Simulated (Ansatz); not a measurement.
# Ta4NiO11 (P2/m) in Ansatz: relaxation of cell and atoms with PBEsol

Aim: the relaxation of cell and atoms of Ta4NiO11 with PBEsol.

All numbers are computed with Ansatz 0.2.0; they aren't measurements. Logs are shortened: lines on timing, memory, paths and dates and some standing lists are left out, and cuts for length are marked.

**1. Starting point**

The structure is monoclinic, space group P2/m (No. 10). The conventional cell has a = 4.771 Å, b = 5.825 Å, c = 7.518 Å, α = 90.00°, β = 105.26°, γ = 90.00°. Around Ta (site symmetry m) lie 4 O at 1.89 to 2.01 Å. Around Ta (site symmetry m) lie 5 O at 1.89 to 1.98 Å. Around Ni (site symmetry 2/m) lie 4 O at 1.94 Å. Around O (site symmetry 1) lie 1 Ta at 1.93 Å and 1 Ni at 1.94 Å. Around O (site symmetry 1) lie 2 Ta at 1.93 to 1.98 Å. Around O (site symmetry 2/m) lie 2 Ta at 2.01 Å. O (site symmetry 2/m) is surrounded by 2 Ta at 1.89 Å. Around O (site symmetry 2/m) lie 2 Ta at 1.89 Å.

The cell was built by a generator and needn't be a form met in nature.

**2. Relaxation of cell and atoms, PBEsol, collinear spin, ferromagnetic start**

Input file input.yaml:

```yaml
crystal:
  lattice:
    - [4.77089, 0.0, 0.00513]
    - [0.0, 5.82454, 0.0]
    - [-1.98628, 0.0, 7.25051]
  atoms:
    - { symbol: Ta, position: [0.61339, 0.5, 0.76042] }
    - { symbol: Ta, position: [0.38661, 0.5, 0.23958] }
    - { symbol: Ta, position: [0.16615, 0.0, 0.79875] }
    - { symbol: Ta, position: [0.83385, 0.0, 0.20125] }
    - { symbol: Ni, position: [0.5, 0.0, 0.5], spin: 1.0 }
    - { symbol: O, position: [0.33278, 0.79913, 0.65053] }
    - { symbol: O, position: [0.66722, 0.79913, 0.34947] }
    - { symbol: O, position: [0.90047, 0.25786, 0.80718] }
    - { symbol: O, position: [0.09953, 0.25786, 0.19282] }
    - { symbol: O, position: [0.66722, 0.20087, 0.34947] }
    - { symbol: O, position: [0.33278, 0.20087, 0.65053] }
    - { symbol: O, position: [0.09953, 0.74214, 0.19282] }
    - { symbol: O, position: [0.90047, 0.74214, 0.80718] }
    - { symbol: O, position: [0.5, 0.5, 0.0] }
    - { symbol: O, position: [0.5, 0.0, 0.0] }
    - { symbol: O, position: [0.5, 0.5, 0.5] }
hamiltonian:
  xc: pbesol
  pseudopotentials: { kind: paw }
magnetization:
  spin_polarized: true
kpoints:
  mp_grid: { grid: [4, 4, 3] }
scf:
  occupations: { method: fermi_dirac, width: 0.05 }
output:
  forces: true
  stress: true
  eigenvalues: true
relax:
  f_tol: 0.01
  max_steps: 40
  cell: { stress_tol: 0.05 }
```

Potentials or basis: Ansatz PAW.

Command:

```
ansatz run input.yaml --threads 8 --pin off --max-ram 20480MiB --backend cpu --events-out ev --progress --plain --runs-dir out
```

The log of the run:

```text
Warning: RAYON_NUM_THREADS=8 ignored (pool sized by the plan → 8); use --threads N
Engine: ansatz 0.2.0, aarch64-unknown-linux-gnu
Pseudopotentials: kind: paw
Pseudopotential: Ta, paw, valence charge 13, recommended cutoff 420 eV (normal), Ta.paw.azcp
Pseudopotential: Ni, paw, valence charge 18, recommended cutoff 420 eV (normal), Ni.paw.azcp
Pseudopotential: O, paw, valence charge 6, recommended cutoff 420 eV (normal), O.paw.azcp
Functional definition: PBEsol
  exchange = pbesol_x
  correlation = pbesol_c
Crystal: 16 atoms, lattice volume = 201.538 Å³
Basis set: ecut = 420 eV, 3935 PW (Γ), exchange–correlation on 64×80×108 points (8 copies of the dense FFT grid, shifted against one another)
Bands: 85, of which v1, the nominal top of the filled ones, is band 68 counted from 1 (67 counted from 0)
Symmetry: 4 space group operations
Space group: P2/m (ITA 10), of the structure as read, at distance tolerance 5.9e-5 Å
Magnetic group: BNS 10.42 (UNI 49), of the structure as read, at distance tolerance 5.9e-5 Å
k-points: 21 of 48
Non-local potential: Ta, projectors of the file, l = 0: 3, l = 1: 2, l = 2: 2, l = 3: 1
Non-local potential: Ni, projectors of the file, l = 0: 3, l = 1: 2, l = 2: 3, l = 3: 1
Non-local potential: O, projectors of the file, l = 0: 2, l = 1: 2, l = 2: 1
PAW form: soft (Blöchl's): semilocal exchange-correlation on the pseudo side does not see the compensation charge
PAW frozen core: Ta, regenerated for the run's functional, and the local potential with it (the file was generated under x = pbe(κ = 0.804, μ = 0.2195149727645171), c = pbe(β = 0.06672455060314922))
PAW frozen core: Ni, regenerated for the run's functional, and the local potential with it (the file was generated under x = pbe(κ = 0.804, μ = 0.2195149727645171), c = pbe(β = 0.06672455060314922))
PAW frozen core: O, regenerated for the run's functional, and the local potential with it (the file was generated under x = pbe(κ = 0.804, μ = 0.2195149727645171), c = pbe(β = 0.06672455060314922))
PAW one-centre angular grid: Ta, 590 points (default); XC on 64 Gauss nodes
PAW one-centre angular grid: Ni, 590 points (default); XC on 64 Gauss nodes
PAW one-centre angular grid: O, 110 points (default); XC on 64 Gauss nodes
Initial density: superposition of atomic densities (chi_scale 0.1, normalization cell, long waves kept (reshape's long-wave potential 0.08 eV rms))
Starting moments: Σ|m| = 1 μB on 1 of 16 sites
Initial wavefunctions: pseudopotential atomic-orbital guess
Functional: x = pbesol(κ = 0.804, μ = 0.12345679012345678), c = pbesol(β = 0.046)
SCF iter   1: F=—  HF=-51209.765868 eV  |F-HF|=—  |Δ(HF+E_count)|=         —  Δρ=7.86e-2 (↑4.32e-2 ↓7.86e-2)  dr2=2.40e1  dr2_m=8.40e-1  M=0.070 μB ∫|m|=0.588 μB  β_m=0.30  ethr=3.10e-3  ⟨swp⟩=6.0  Hψ=12259  notcnv=0  defer=27
Mixer restart at iter 1: flushing history
preconditioner: auto → Resta (q_TF=auto, 2.555 Å⁻¹)  ε∞=6.5  [insulator: Δε(μ)=0.144 eV  Ē_g=10.943 eV  σ=0.050 eV  W_gap=0.54  n_scr=50 (ndim 8)  ℏωp=25.6 eV  f_vac=0.026  D(μ)=1.25/eV (n_scr^D=2)  ε∞_Penn≈6.5]
spin=Collinear: Resta preconditioning applied to the charge; magnetization (m = ρ↑ − ρ↓) channel mixes plain (no charge-response kernel on spin).
SCF iter   2: F=—  HF=-51209.923685 eV  |F-HF|=—  |Δ(HF+E_count)|=   1.58e-1  Δρ=3.16e-2 (↑2.87e-2 ↓3.16e-2)  dr2=4.15e0  dr2_m=3.35e-1  M=0.223 μB ∫|m|=0.516 μB  β_m=0.36  ethr=3.10e-3  ⟨swp⟩=3.1  Hψ=7460  notcnv=0  defer=416
preconditioner: auto → Kerker (q_TF=auto, 2.555 Å⁻¹)  [metal: Δε(μ)=0.094 eV  Ē_g=10.741 eV  σ=0.050 eV  W_gap=0.43  n_scr=50 (ndim 8)  ℏωp=25.6 eV  f_vac=0.028  D(μ)=3.57/eV (n_scr^D=22)]
spin=Collinear: Kerker preconditioning applied to the charge; magnetization (m = ρ↑ − ρ↓) channel mixes plain (no charge-response kernel on spin).
[... 208 lines left out ...]
  E_local      = -12724.396560  (includes V_loc(G=0)·N_el)
  E_nonlocal   = 1242.596763
  E_hartree    = 4916.027633
  E_xc         = -1743.187963
  E_vxc        = -1938.726205  (∫ρ·V_xc dr)
  E_paw        = -36364.368834  (= ΣΔE_a)
  E_vpaw       = -1381.444356  (= ΣTr[D̂ρ^β])
  E_aug_tail   = 0.027777  (compensation charges beyond the density's cutoff)
  E_ewald      = -10189.768305
  E_core_change = 1.440042  (= ΣΔE_core)
  E_smearing   = -0.000036  (= −TS)
  E_closure    = 0.000000  (closes the sum)
  Σ components = -51209.810104   (vs F -51209.810104, Δ=0.00e0)
--- Forces (eV/Å), atoms counted from 1 ---
  atom   1  Ta    -0.00292086    -0.00000000     0.00059864
  atom   2  Ta     0.00292086     0.00000000    -0.00059864
  atom   3  Ta     0.00105880     0.00000000     0.00144059
  atom   4  Ta    -0.00105880    -0.00000000    -0.00144059
  atom   5  Ni     0.00000000     0.00000000    -0.00000000
  atom   6  O     -0.00090874     0.00062762    -0.00010855
[... 8 lines left out ...]
  atom  15  O     -0.00000000     0.00000000     0.00000000
  atom  16  O     -0.00000000     0.00000000     0.00000000
  max |Σ_I F_I| component: 2.17e-19 eV/Å
--- Stress (GPa, compression-positive) ---
        0.002663      -0.000000      -0.015475
       -0.000000       0.012101       0.000000
       -0.015475       0.000000       0.006376
  P = ⅓ Tr σ = 0.0070 GPa (0.070 kbar)
--- Band table (eV; the first three rows and the last of 42) ---
  k-point 0 ↑: bands = ["-92.4571", "-58.9211", "-58.9204", "-58.8266", "-58.8256", "-53.4951", "-53.4200", "-52.0820", "-25.6744", "-25.6006", "-25.5726", "-25.5642", "-25.5623", "-25.5599", "-25.5519", "-25.4613", "-25.4605", "-25.4442", "-25.4032", "-25.3996", "-9.6251", "-8.9359", "-8.7782", "-8.2651", "-8.2428", "-8.1568", "-7.7813", "-7.6658", "-7.5249", "-7.5062", "-7.0757", "2.9065", "3.0850", "3.1379", "3.2049", "3.3970", "3.5061", "3.5372", "3.5904", "3.8265", "4.3871", "4.4846", "4.5831", "4.7266", "4.7844", "4.9195", "6.0331", "6.0876", "6.1755", "6.2931", "6.5776", "6.6413", "6.8256", "6.8349", "6.8544", "7.0148", "7.2419", "7.2497", "7.4572", "7.8355", "7.8958", "8.2173", "8.3042", "9.0146", "9.0432", "9.4353", "9.7243", "9.7443", "10.9373", "11.0892", "11.5811", "11.8118", "12.4585", "12.7846", "12.9686", "13.1422", "14.1530", "14.2233", "14.3123", "14.3268", "14.9020", "15.0191", "15.0566", "15.6031", "15.8308"]
  k-point 1 ↑: bands = ["-92.4571", "-58.9209", "-58.9205", "-58.8266", "-58.8256", "-53.4951", "-53.4200", "-52.0820", "-25.6718", "-25.5881", "-25.5741", "-25.5692", "-25.5619", "-25.5542", "-25.5424", "-25.4872", "-25.4601", "-25.4438", "-25.4023", "-25.4004", "-9.4858", "-9.1762", "-8.6591", "-8.2845", "-8.1401", "-8.0576", "-7.7738", "-7.6252", "-7.5586", "-7.5440", "-7.3236", "3.0840", "3.1436", "3.1625", "3.2488", "3.3426", "3.5352", "3.7326", "3.8601", "3.8793", "4.1146", "4.5487", "4.6248", "4.7071", "4.7952", "5.3412", "5.6498", "5.9101", "6.0478", "6.2067", "6.3344", "6.3899", "6.5671", "6.7908", "6.9131", "7.1496", "7.2329", "7.3409", "7.5803", "7.5888", "8.0204", "8.0370", "8.2487", "9.0395", "9.0868", "9.5378", "9.7532", "9.7785", "11.0806", "11.2030", "11.6287", "11.8571", "12.6989", "12.7184", "13.0287", "13.5492", "13.7705", "13.8075", "14.2312", "14.4791", "14.6676", "14.8152", "15.2960", "15.6480", "16.1585"]
  k-point 2 ↑: bands = ["-92.4571", "-58.9210", "-58.9204", "-58.8267", "-58.8256", "-53.4951", "-53.4200", "-52.0820", "-25.6737", "-25.5980", "-25.5718", "-25.5548", "-25.5532", "-25.5400", "-25.5275", "-25.4748", "-25.4611", "-25.4559", "-25.4260", "-25.4205", "-9.4585", "-8.7862", "-8.7796", "-8.4024", "-8.1683", "-8.0593", "-7.9110", "-7.7549", "-7.7078", "-7.5785", "-7.0448", "2.8320", "2.9717", "3.1760", "3.1878", "3.4186", "3.6640", "3.7698", "3.9971", "4.1026", "4.1185", "4.2022", "4.5763", "4.9086", "5.1789", "5.3161", "5.6739", "5.8053", "5.8334", "6.2428", "6.5352", "6.5717", "6.8149", "6.8700", "6.8902", "6.9440", "7.0042", "7.1801", "7.4385", "7.7362", "7.9015", "8.0962", "8.4198", "8.5713", "9.0681", "9.5406", "9.7532", "9.7683", "10.9707", "11.6771", "11.7656", "12.0845", "12.4632", "12.5459", "12.8474", "13.0853", "14.0001", "14.0626", "14.3618", "14.5060", "14.9291", "14.9402", "15.2418", "15.5834", "15.6900"]
  k-point 20 ↓: bands = ["-92.4571", "-58.9209", "-58.9205", "-58.8261", "-58.8261", "-53.4951", "-53.4200", "-52.0820", "-25.6754", "-25.5960", "-25.5816", "-25.5742", "-25.5652", "-25.5531", "-25.5482", "-25.4865", "-25.4292", "-25.4250", "-25.4178", "-25.4135", "-8.9661", "-8.8602", "-8.8471", "-8.5953", "-8.5035", "-8.0633", "-7.9271", "-7.6887", "-7.6846", "-7.4427", "-7.0918", "2.8664", "3.2684", "3.3708", "3.4290", "3.4892", "3.6583", "3.8306", "4.1433", "4.1662", "4.4711", "4.5848", "4.7064", "4.7211", "5.0141", "5.1226", "5.4753", "5.7284", "5.7677", "5.9388", "6.1028", "6.3243", "6.3896", "6.6468", "6.7046", "6.7749", "7.1263", "7.1999", "7.4356", "7.6080", "7.7618", "8.0072", "8.4171", "8.6914", "9.1777", "9.6267", "9.6608", "9.7933", "10.7494", "11.9790", "12.3612", "12.7232", "12.7631", "13.1543", "13.1993", "13.2744", "13.6130", "13.6985", "14.0473", "14.1828", "14.3718", "14.9652", "15.2326", "15.9885", "16.3545"]
--- Relaxed structure (9 steps of the walk, 8 accepted, 2 SCFs on fresh bases) ---
  F+E_penalty+E_count = -51209.81010433 eV   max|allowed force component| = 2.921e-3 eV/Å   (the final SCF, on the basis selected at the relaxed cell)
  cell:  # Å, volume = 195.2700 Å³
    - [4.706059623272732, -4.26692754854255e-18, -0.014086533317633109]
    - [-5.197523899781211e-18, 5.769964725045638, -1.0930874339345061e-17]
    - [-1.988435775485415, -1.1834527007198393e-17, 7.197212028580275]
  atoms:
    - { symbol: Ta, position: [0.6087056169379923, 0.5, 0.7601068294901222] }
    - { symbol: Ta, position: [0.39129438306200764, 0.5, 0.23989317050987793] }
    - { symbol: Ta, position: [0.16296925026698214, -2.469534614457875e-19, 0.7979051044715306] }
    - { symbol: Ta, position: [0.8370307497330178, 2.2135868508288914e-19, 0.2020948955284693] }
    - { symbol: Ni, position: [0.5, -1.279738818144912e-20, 0.5] }
    - { symbol: O, position: [0.334464747514133, 0.7997970374625293, 0.6489582702533665] }
    - { symbol: O, position: [0.665535252485867, 0.7997970374625293, 0.3510417297466337] }
    - { symbol: O, position: [0.9030160675127535, 0.25953513282139157, 0.807963821568125] }
    - { symbol: O, position: [0.09698393248724636, 0.25953513282139157, 0.19203617843187512] }
    - { symbol: O, position: [0.665535252485867, 0.20020296253747052, 0.3510417297466337] }
    - { symbol: O, position: [0.334464747514133, 0.20020296253747052, 0.6489582702533665] }
    - { symbol: O, position: [0.09698393248724636, 0.7404648671786082, 0.19203617843187512] }
    - { symbol: O, position: [0.9030160675127535, 0.7404648671786082, 0.807963821568125] }
    - { symbol: O, position: [0.49999999999999994, 0.5, 0.0] }
    - { symbol: O, position: [0.49999999999999994, -1.2797388181449271e-20, 0.0] }
    - { symbol: O, position: [0.5, 0.5, 0.5000000000000001] }
```

Run time: 90 s. Hardware: 8 threads of Arm Neoverse V2, shared host; peak memory 1.4 GiB.

What came out:

```
Free energy                            : -51209.8101 eV
Relaxed volume                         : 12.20 Å³/atom
Relaxed cell                           : a = 4.706 Å, b = 5.770 Å, c = 7.467 Å, α = 90.00°, β = 105.62°, γ = 90.00°
Space group after relaxing (to 0.05 Å) : P2/m (No. 10)
Energy gained by relaxing              : 7.4 meV/atom
Ionic steps                            : 10
Pressure after relaxing                : 0.0 GPa
Band gap on the k mesh                 : 0.91 eV, indirect (least direct gap 0.96 eV)
Net moment                             : 0.00 μB per cell
Absolute moment                        : 0.00 μB per cell
```

Forces in eV/Å, atoms in the order of the input:
```
Ta  -0.003  0.000  0.001
Ta   0.003  0.000 -0.001
Ta   0.001  0.000  0.001
Ta  -0.001  0.000 -0.001
Ni   0.000  0.000  0.000
O   -0.001  0.001  0.000
O    0.001  0.001  0.000
O    0.001 -0.002  0.001
O   -0.001 -0.002 -0.001
O    0.001 -0.001  0.000
O   -0.001 -0.001  0.000
O   -0.001  0.002 -0.001
O    0.001  0.002  0.001
O    0.000  0.000  0.000
O    0.000  0.000  0.000
O    0.000  0.000  0.000
```

The path:
```tsv
step	energy change (eV)	largest force (eV/Å)	volume (Å³)
1	0.0000	0.2268	201.54
2	-0.1279	0.2315	194.99
3	-0.1334	0.1498	195.81
4	-0.1388	0.0556	195.71
5	-0.1403	0.0405	195.59
6	-0.1406	0.0084	195.55
7	-0.1180	0.0089	195.55
8	-0.1194	0.0104	195.28
9	-0.1195	0.0030	195.27
10	-0.1183	0.0030	195.27
```

Final structure:
```
CELL_PARAMETERS angstrom
4.70606 0.00000 -0.01409
0.00000 5.76996 0.00000
-1.98844 0.00000 7.19721
ATOMIC_POSITIONS crystal
Ta 0.60871 0.50000 0.76011
Ta 0.39129 0.50000 0.23989
Ta 0.16297 0.00000 0.79791
Ta 0.83703 0.00000 0.20209
Ni 0.50000 0.00000 0.50000
O 0.33446 0.79980 0.64896
O 0.66554 0.79980 0.35104
O 0.90302 0.25954 0.80796
O 0.09698 0.25954 0.19204
O 0.66554 0.20020 0.35104
O 0.33446 0.20020 0.64896
O 0.09698 0.74046 0.19204
O 0.90302 0.74046 0.80796
O 0.50000 0.50000 0.00000
O 0.50000 0.00000 0.00000
O 0.50000 0.50000 0.50000
```

Caveat: odd divisions of the mesh miss points on the zone boundary, where band edges often lie, so the gap on the mesh can be too wide; the plane-wave basis is chosen anew once the cell has moved, so the energies of steps on either side of that aren't comparable; the pressure holds a Pulay correction of +0.7 GPa for the finite cutoff; spin-orbit coupling is left out, which moves the levels of the heavy elements; the PAW data sets come from PBE, with cores solved anew for the run's functional, which leaves a small shift of forces and pressure; the starting moments weren't kept. A k mesh can miss the band edges.
